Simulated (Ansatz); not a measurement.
# wB97X/cc-pVDZ run of C2H7NSi (SMILES C=C[SiH2]N)

What is the vertical ionisation energy of C2H7NSi at wB97X/cc-pVDZ? 

The results are computed with Ansatz 0.2.0.

62 further runs of the same task are left out: 62 set aside as unsound or not needed.

## (1) Starting point

C2H7NSi has 11 atoms, charge 0, and is taken as a singlet. As SMILES, `C=C[SiH2]N`. Geometry: relaxed at PBE0-D4/def2-TZVP. This is one conformer, not always the lowest.

Bond lengths: C1–C2 1.330 Å, C2–Si3 1.865 Å, Si3–N4 1.715 Å, C1–H5 1.087 Å, C1–H6 1.087 Å, C2–H7 1.091 Å, Si3–H8 1.488 Å, Si3–H9 1.488 Å, N4–H10 1.006 Å, N4–H11 1.006 Å. Some angles: C1–C2–Si3 123.1°, C2–Si3–N4 114.9°, C1–C2–H7 118.1°, Si3–C2–H7 118.8°, C2–C1–H5 122.6°, C2–C1–H6 121.2°, C2–Si3–H8 108.4°, C2–Si3–H9 108.4°, N4–Si3–H8 107.9°, N4–Si3–H9 108.0°.

## (2) A single-point energy at wB97X/cc-pVDZ

molecule.yaml reads:

```yaml
crystal:
  periodic: [false, false, false]
  atoms:
    - {symbol: C, position_ang: [-0.676100, 1.337000, -0.945000]}
    - {symbol: C, position_ang: [0.089300, 1.208600, 0.135100]}
    - {symbol: Si, position_ang: [0.596500, -0.444500, 0.832600]}
    - {symbol: "N", position_ang: [0.002900, -1.803700, -0.028600]}
    - {symbol: H, position_ang: [-0.967100, 2.304600, -1.344700]}
    - {symbol: H, position_ang: [-1.046800, 0.465600, -1.479100]}
    - {symbol: H, position_ang: [0.433000, 2.116700, 0.631600]}
    - {symbol: H, position_ang: [0.099500, -0.536600, 2.232600]}
    - {symbol: H, position_ang: [2.083200, -0.516700, 0.836000]}
    - {symbol: H, position_ang: [0.404900, -2.086000, -0.906300]}
    - {symbol: H, position_ang: [-0.953800, -2.102100, 0.056300]}
basis:
  gaussian: {orbitals: cc-pVDZ}
hamiltonian: {xc: {name: wB97X}}
accuracy: high
output: {orbitals: {seedname: orbitals}}
```

Run with:

```bash
$ ansatz run molecule.yaml --threads 1 --pin off --max-ram 3480MiB --events-out events.jsonl --progress --plain --runs-dir runs
```

What it wrote:

```text
Warning: RAYON_NUM_THREADS=1 ignored (pool sized by the plan → 1); use --threads N
Functional definition: wB97X
  name "wB97X"
  parameter omega = 0.3/bohr
  parameter cx = 0.157706
  parameter cx1 = 0.726479
  parameter cx2 = 1.04760
  parameter cx3 = -5.70635
  parameter cx4 = 13.2794
  parameter css1 = -4.33879
  parameter css2 = 18.2308
  parameter css3 = -31.7430
  parameter css4 = 17.2901
  parameter cos1 = 2.37031
  parameter cos2 = -11.3995
  parameter cos3 = 6.58405
  parameter cos4 = -3.78132
  exchange = spin_sum(e_x_unif_sr(omega)*poly(b97_u_x, 1 - cx, cx1, cx2, cx3, cx4)) + cx*exact_x_sr(omega)
      + exact_x_lr(omega)
  correlation = spin_sum(e_c_pw_same_spin*poly(b97_u_same, 1, css1, css2, css3, css4))
      + integral(e_c_pw_opposite_spin*poly(b97_u_opposite, 1, cos1, cos2, cos3, cos4))
2292 factors; integrals over basis functions are off by at most 3.8e-9 eV
413 factors; integrals over basis functions are off by at most 2.3e-9 eV
mean field evaluation 1: about -11549.8424 eV, gradient 4.6e1 eV
mean field evaluation 2: about -11551.3589 eV, gradient 3.8e1 eV
mean field evaluation 4: about -11554.3361 eV, gradient 1.4e0 eV
mean field evaluation 8: about -11554.4783 eV, gradient 1.6e-2 eV
mean field evaluation 16: about -11554.4783 eV, gradient 7.5e-6 eV
mean field -11554.47826458 eV, -424.6192443166 hartree, gradient 4.4e-8 eV, S^2 0.000000; 0 other end points of the search recorded, 0 dependent functions left out
reference -11554.47826136 eV, -424.6192441984 hartree; 20, 20 occupied and 75, 75 virtual orbitals, 2292 factors
Total energy: -11554.47826136 eV, -424.6192441984 hartree
```

Run time: 28 s. Hardware: 1 thread of Arm Neoverse V2, shared host; peak memory 0.57 GiB.

## (3) The doublet cation at the same level

in.yaml reads:

```yaml
crystal:
  periodic: [false, false, false]
  atoms:
    - symbol: C
      position_ang: [-0.676100, 1.337000, -0.945000]
    - symbol: C
      position_ang: [0.089300, 1.208600, 0.135100]
    - symbol: Si
      position_ang: [0.596500, -0.444500, 0.832600]
    - symbol: N
      position_ang: [0.002900, -1.803700, -0.028600]
    - symbol: H
      position_ang: [-0.967100, 2.304600, -1.344700]
    - symbol: H
      position_ang: [-1.046800, 0.465600, -1.479100]
    - symbol: H
      position_ang: [0.433000, 2.116700, 0.631600]
    - symbol: H
      position_ang: [0.099500, -0.536600, 2.232600]
    - symbol: H
      position_ang: [2.083200, -0.516700, 0.836000]
    - symbol: H
      position_ang: [0.404900, -2.086000, -0.906300]
    - symbol: H
      position_ang: [-0.953800, -2.102100, 0.056300]
basis:
  gaussian:
    orbitals: cc-pVDZ
total_charge: 1
magnetization:
  spin_polarized: true
  initial_magnetization: 1
hamiltonian:
  xc: {name: wB97X}
accuracy: high
output: {orbitals: {seedname: orbitals}}
```

Run with:

```bash
$ ansatz run in.yaml --threads 1 --pin off --max-ram 3480MiB --events-out events.jsonl --progress --plain --runs-dir runs
```

What it wrote, shortened:

```text
Warning: RAYON_NUM_THREADS=1 ignored (pool sized by the plan → 1); use --threads N
[... 2 set-up lines as earlier in the session ...]
[...]
      + exact_x_lr(omega)
[...]
      + integral(e_c_pw_opposite_spin*poly(b97_u_opposite, 1, cos1, cos2, cos3, cos4))
2292 factors; integrals over basis functions are off by at most 3.8e-9 eV
413 factors; integrals over basis functions are off by at most 2.3e-9 eV
[...]
mean field -11544.91214396 eV, -424.2676958679 hartree, gradient 1.9e-8 eV, S^2 0.762387; 2 other end points of the search recorded, 0 dependent functions left out
reference -11544.91214081 eV, -424.2676957523 hartree; 20, 19 occupied and 75, 76 virtual orbitals, 2292 factors
Total energy: -11544.91214081 eV, -424.2676957523 hartree
```

It took 76 s on 1 thread of Arm Neoverse V2, shared host; peak memory 0.93 GiB.

## (4) Outcome

At wB97X/cc-pVDZ:

| quantity | value |
| --- | --- |
| singlet C2H7NSi: total energy | -424.61924 Eh |
| singlet C2H7NSi: HOMO energy | -9.53 eV |
| singlet C2H7NSi: LUMO energy | 2.35 eV |
| singlet C2H7NSi: HOMO–LUMO gap | 11.87 eV |
| doublet cation: total energy | -424.26770 Eh |
| doublet cation: HOMO energy (highest over α and β) | -15.24 eV |
| doublet cation: LUMO energy (lowest over α and β) | -9.57 eV |
| doublet cation: ⟨S²⟩ | 0.762 |
| vertical ionisation energy (to the doublet cation) | 9.566 eV |

The vertical ionisation energy comes to 9.57 eV (923 kJ/mol). −ε(HOMO) before ionisation, 9.53 eV, is 0.04 eV below this ionisation energy.
